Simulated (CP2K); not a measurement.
# KPt (P-6m2) in CP2K: equation of state

How stiff is KPt in PBE, and what volume does it want? The cell is scaled to several volumes.

All numbers are computed with CP2K 2026.2; they aren't measurements. Logs are shortened: lines on timing, memory, paths and dates and some standing lists are left out, and cuts for length are marked.

## (1) The structure

Symmetry: P-6m2, No. 187, hexagonal system. Conventional cell: a = 3.001 Å, b = 3.001 Å, c = 5.346 Å, α = 90.00°, β = 90.00°, γ = 120.00°. Around Pt (site symmetry -6m2) lie 6 Pt at 3.00 Å and 6 K at 3.19 Å. Around K (site symmetry -6m2) lie 6 K at 3.00 Å and 6 Pt at 3.19 Å.

The cell comes from a database or a generator and needn't be the stable form of this composition.

## (2) Single point, PBE, 20.84 Å³/atom

kpt_eos.inp reads:

```
&GLOBAL
  PROJECT kpt_eos
  RUN_TYPE ENERGY_FORCE
  PRINT_LEVEL LOW
&END GLOBAL
&FORCE_EVAL
  METHOD QS
  STRESS_TENSOR ANALYTICAL
  &DFT
    BASIS_SET_FILE_NAME BASIS_MOLOPT_UZH
    POTENTIAL_FILE_NAME POTENTIAL_UZH
    &MGRID
      CUTOFF 450
      REL_CUTOFF 60
      NGRIDS 4
    &END MGRID
    &QS
      METHOD GPW
      EPS_DEFAULT 1.0E-10
    &END QS
    &KPOINTS
      SCHEME MONKHORST-PACK 10 10 5
      GAMMA_CENTERED T
      SYMMETRY T
      SYMMETRY_BACKEND SPGLIB
    &END KPOINTS
    &SCF
      SCF_GUESS ATOMIC
      EPS_SCF 1.0E-6
      MAX_SCF 100
      ADDED_MOS 13
      CHOLESKY OFF
      EPS_EIGVAL 1.0E-7
      &DIAGONALIZATION ON
        ALGORITHM STANDARD
      &END DIAGONALIZATION
      &MIXING ON
        METHOD BROYDEN_MIXING
        ALPHA 0.4
        BETA 1.5
        NBUFFER 8
      &END MIXING
      &SMEAR ON
        METHOD FERMI_DIRAC
        ELECTRONIC_TEMPERATURE [K] 580.226
      &END SMEAR
    &END SCF
    &XC
      &XC_FUNCTIONAL
        &GGA_X_PBE
        &END GGA_X_PBE
        &GGA_C_PBE
        &END GGA_C_PBE
      &END XC_FUNCTIONAL
    &END XC
    &PRINT
      &KPOINTS ON
      &END KPOINTS
      &MULLIKEN ON
      &END MULLIKEN
      &MO ON
        ENERGIES T
        OCCUPATION_NUMBERS T
        &EACH
          QS_SCF 0
        &END EACH
        ADD_LAST NUMERIC
      &END MO
    &END PRINT
  &END DFT
  &SUBSYS
    &CELL
      ABC 3.0008472788 3.0008472788 5.3455780000
      ALPHA_BETA_GAMMA 90.0000000000 90.0000000000 120.0000000002
      PERIODIC XYZ
    &END CELL
    &COORD
      SCALED
      Pt  0.6666666667 0.3333333333 0.0000000000
      K   0.0000000000 0.0000000000 0.5000000000
    &END COORD
    &KIND Pt
      BASIS_SET TZVP-MOLOPT-PBE-GTH-q18
      POTENTIAL GTH-PBE-q18
    &END KIND
    &KIND K
      BASIS_SET TZVP-MOLOPT-PBE-GTH-q9
      POTENTIAL GTH-PBE-q9
    &END KIND
    &PRINT
      &ATOMIC_COORDINATES ON
      &END ATOMIC_COORDINATES
      &CELL ON
      &END CELL
    &END PRINT
  &END SUBSYS
  &PRINT
    &FORCES ON
    &END FORCES
    &STRESS_TENSOR ON
    &END STRESS_TENSOR
  &END PRINT
&END FORCE_EVAL
```

Potentials or basis: POTENTIAL_UZH Pt GTH-PBE-q18, K GTH-PBE-q9; TZVP-MOLOPT-PBE-GTH basis.

On the command line:

```console
OMP_NUM_THREADS=1 cp2k.psmp -i kpt_eos.inp -o kpt_eos.out
```

kpt_eos.out:

```text

 CP2K| version string:                                       CP2K version 2026.2
 CP2K| Input file name                                               kpt_eos.inp

 GLOBAL| Force Environment number                                              1
 GLOBAL| Basis set file name                                    BASIS_MOLOPT_UZH
 GLOBAL| Potential file name                                       POTENTIAL_UZH
 GLOBAL| MM Potential file name                                     MM_POTENTIAL
 GLOBAL| Coordinate file name                                      __STD_INPUT__
 GLOBAL| Method name                                                        CP2K
 GLOBAL| Project name                                                    kpt_eos
 GLOBAL| Run type                                                   ENERGY_FORCE
 GLOBAL| FFT library                                                       FFTW3
[... 6 lines left out ...]
 GLOBAL| Total number of message passing processes                             1
 GLOBAL| Number of threads for this process                                    1
 GLOBAL| CPU model name                          AMD EPYC 7R43 64-Core Processor

 CELL| Volume [angstrom^3]:                                            41.688195
 CELL| Vector a [angstrom]:       3.001     0.000     0.000   |a| =     3.000847
 CELL| Vector b [angstrom]:      -1.500     2.599     0.000   |b| =     3.000847
 CELL| Vector c [angstrom]:       0.000     0.000     5.346   |c| =     5.345578
 CELL| Angle (b,c), alpha [degree]:                                    90.000000
 CELL| Angle (a,c), beta  [degree]:                                    90.000000
 CELL| Angle (a,b), gamma [degree]:                                   120.000000
 CELL| Numerically orthorhombic:                                              NO
 CELL| Periodicity                                                           XYZ

 CELL_REF| Volume [angstrom^3]:                                        41.688195
 CELL_REF| Vector a [angstrom     3.001     0.000     0.000   |a| =     3.000847
 CELL_REF| Vector b [angstrom    -1.500     2.599     0.000   |b| =     3.000847
 CELL_REF| Vector c [angstrom     0.000     0.000     5.346   |c| =     5.345578
 CELL_REF| Angle (b,c), alpha [degree]:                                90.000000
 CELL_REF| Angle (a,c), beta  [degree]:                                90.000000
 CELL_REF| Angle (a,b), gamma [degree]:                               120.000000
 CELL_REF| Numerically orthorhombic:                                          NO
 CELL_REF| Periodicity                                                       XYZ

[... 9 lines left out ...]

  Total number of            - Atomic kinds:                                   2
                             - Atoms:                                          2
                             - Shell sets:                                     2
                             - Shells:                                        19
                             - Primitive Cartesian functions:                 12
                             - Cartesian basis functions:                     60
                             - Spherical basis functions:                     53

  Maximum angular momentum of- Orbital basis functions:                        3
                             - Local part of the GTH pseudopotential:          2
[... 107 lines left out ...]
     7 Broy./Diag. 0.40E+00   11.0     0.00342159      -148.4492166756 -3.99E-02
     8 Broy./Diag. 0.40E+00   10.9     0.00398867      -148.4521798276 -2.96E-03
     9 Broy./Diag. 0.40E+00    8.9     0.00025040      -148.4535843981 -1.40E-03
    10 Broy./Diag. 0.40E+00    8.6     0.00022872      -148.4538061782 -2.22E-04
    11 Broy./Diag. 0.40E+00    9.0     0.00004688      -148.4540617565 -2.56E-04
    12 Broy./Diag. 0.40E+00    8.8     0.00002656      -148.4541707437 -1.09E-04
    13 Broy./Diag. 0.40E+00    9.8     0.00001150      -148.4541837692 -1.30E-05
    14 Broy./Diag. 0.40E+00    8.7     0.00000190      -148.4541798296  3.94E-06
    15 Broy./Diag. 0.40E+00    9.4     0.00000102      -148.4541830020 -3.17E-06
    16 Broy./Diag. 0.40E+00    9.7     0.00000089      -148.4541817872  1.21E-06

  *** SCF run converged in    16 steps ***

  Electronic density on regular grids:        -27.0000000001       -0.0000000001
  Core density on regular grids:               26.9999999985       -0.0000000015
  Total charge density on r-space grids:       -0.0000000017
  Total charge density g-space grids:          -0.0000000017

  Overlap energy of the core charge distribution:               0.00000000000019
  Self energy of the core charge distribution:               -243.11358948100550
  Core Hamiltonian energy:                                     54.80313434961529
  Hartree energy:                                              55.96395649892550
  Exchange-correlation energy:                                -16.10724387688934
  Electronic entropic energy:                                  -0.00043927777475
  Fermi energy:                                                 0.36257820249004

  Total energy:                                              -148.45418178719677
  Total energy (extrapolated to T->0):                       -148.45396214830939

 MO| EIGENVALUES AND OCCUPATION NUMBERS FOR K POINT 1
 MO|
 MO|  Index      Eigenvalue [a.u.]        Eigenvalue [eV]             Occupation
 MO|      1              -3.216435             -87.523650               2.000000
 MO|      2              -1.555368             -42.323711               2.000000
 MO|      3              -1.553239             -42.265787               2.000000
 MO|      4              -1.547445             -42.108131               2.000000
 MO|      5              -0.807738             -21.979664               2.000000
 MO|      6              -0.251563              -6.845383               2.000000
[... 448 lines left out ...]
 MO|     26               1.071339              29.152623               0.000000
 MO|     27               1.188744              32.347356               0.000000
 MO| Sum:                                                              27.155845
 MO| E(Fermi):            0.362578 a.u.          9.866255 eV

 [... the levels of further k-points ...]

 !-----------------------------------------------------------------------------!
                     Mulliken Population Analysis

 #  Atom  Element  Kind  Atomic population                           Net charge
       1     Pt       1         18.193546                             -0.193546
       2     K        2          8.806454                              0.193546
 # Total charge                             27.000000                  0.000000

 !-----------------------------------------------------------------------------!

 ENERGY| Total FORCE_EVAL ( QS ) energy [hartree]           -148.454180564967061

 FORCES| Atomic forces [hartree/bohr]
 FORCES|   Atom     x               y               z               |f|
 FORCES|      1  8.32665943E-08 -1.85338148E-08  4.48398107E-13   8.53043259E-08
 FORCES|      2 -3.09893797E-09 -2.77393929E-08  5.28284072E-15   2.79119569E-08
 FORCES| Sum     8.01676563E-08 -4.62732078E-08  4.53680947E-13
 FORCES| Total atomic force                                       9.25638313E-08

 STRESS| Analytical stress tensor [bar]
 STRESS|                        x                   y                   z
 STRESS|      x       -2.99532003471E+02  -1.98186896148E-02   1.15064251785E-08
 STRESS|      y       -1.98186896148E-02  -2.98773395734E+02  -4.44395548261E-09
 STRESS|      z        1.15064251785E-08  -4.44395548261E-09   7.52223741183E+03
 STRESS| 1/3 Trace                                             2.30797733754E+03
 STRESS| Determinant                                           6.73181525376E+08

 STRESS| Eigenvectors and eigenvalues of the analytical stress tensor [bar]
 STRESS|                        1                   2                   3
 STRESS| Eigenvalues  -2.99532520883E+02  -2.98772878322E+02   7.52223741183E+03
 STRESS|      x           0.999659379188     -0.026098383104      0.000000000001
 STRESS|      y           0.026098383104      0.999659379188     -0.000000000001
 STRESS|      z          -0.000000000001      0.000000000001      1.000000000000
```

It took 2.9 min on 1 thread of AMD EPYC 7R43 (Zen 3), shared host; peak memory 0.39 GiB.

What came out:

| Quantity | Value |
| --- | --- |
| Free energy | -4039.6437 eV |
| Pressure | 0.2 GPa |
| Band gap on the k mesh | none (metal or under the smearing width) |
| Mulliken charges | Pt -0.19; K +0.19 e |

Caveat: Mulliken charges move with the basis; the basis of atomic orbitals isn't converged, which shifts pressures, moduli and gaps.

[end of part 1 of 2]
